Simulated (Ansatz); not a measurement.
Runs of Ansatz 0.2.0 on MnHg. It takes space group P4/mmm (No. 123, tetragonal). Conventional cell: a = 3.288 Å, b = 3.288 Å, c = 3.313 Å, α = 90.00°, β = 90.00°, γ = 90.00°. Hg (site symmetry 4/mmm) is surrounded by 8 Mn at 2.85 Å. Mn (site symmetry 4/mmm) has 8 Hg at 2.85 Å as nearest neighbours. 

```csv
spin,fixed moment (μB),pressure (GPa),moment (μB)
"collinear, program default start",0.0,-14.0,0.00
"collinear, ferromagnetic start",4.0,(a),4.00
"collinear, ferromagnetic start",1.0,-11.8,1.00
"collinear, ferromagnetic start",2.0,(b),2.00
"collinear, ferromagnetic start",6.0,25.2,6.00
```

Alike in all rows: task single point; level PBE; potentials or basis Ansatz PAW; cell as given; k mesh 7 × 7 × 7; cutoff (eV) 420; smearing fermi-dirac 0.05 eV.

Question: Estimate the missing entries.

Answer: (a) 2.8; (b) -8.9.

Caveats: the total moment is fixed, so each spin has its own Fermi level; the thresholds are loose for stress.
